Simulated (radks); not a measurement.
# Nuclear size and the levels of Yb

One table from this session's results is given with a row withheld; the runs are named, their logs left out.

Program: radks (a radial shooting solver on a logarithmic mesh, Libxc functionals) version 1. Level of theory: Dirac Kohn-Sham, relativistic LDA (MacDonald-Vosko exchange, VWN5 correlation), spin-unpolarised, spherical densities, finite nucleus. These are calculated values, not measurements, unless marked.

### What is computed

- element: ytterbium (Z = 70)
- charge: 0
- electrons: 70
- configuration: [Xe] 4f14 6s2
- nuclear rms radius: 5.3108 fm

Outer shells as boxes (Hund's rule):

Yb
```
[Xe] core
4f [↑↓][↑↓][↑↓][↑↓][↑↓][↑↓][↑↓]
6s [↑↓]
```

The first run:

Settings of this run:

```text
Z 70
configuration [Xe] 4f14 6s2 5d0 6p0
relativity Dirac
functional lda_x_rel,vwn5
spin unpolarised
j_filling average
nucleus finite rms 5.3108 fm
c 137.035999084
```

Among the steps run: rms radius 5.3108 fm.

One of the session's tables, all rows but one given; the rest of the session is left out.

It belongs to the step «rms radius 5.3108 fm». Sizes of the orbitals, from the radial functions (bohr):

```
level     <r>  outermost maximum (interpolated)  90 % within  nodes
5p3/2   1.493                              1.26         2.22      3
4f5/2       ?                                 ?            ?      ?
6s1/2   3.881                              3.23         5.80      5
4f7/2  0.8020                             0.485         1.41      0
6p1/2   5.400                              4.38         8.23      4
6p3/2   5.866                              4.78         8.92      4
5d3/2   3.527                              2.05         6.19      2
5d5/2   3.790                              2.18         6.66      2
```

**Question.** Estimate the row for 4f5/2.

As computed: <r>: 0.7764; outermost maximum (interpolated): 0.479; 90 % within: 1.36; nodes: 0. In the column «<r>» it is the lowest.
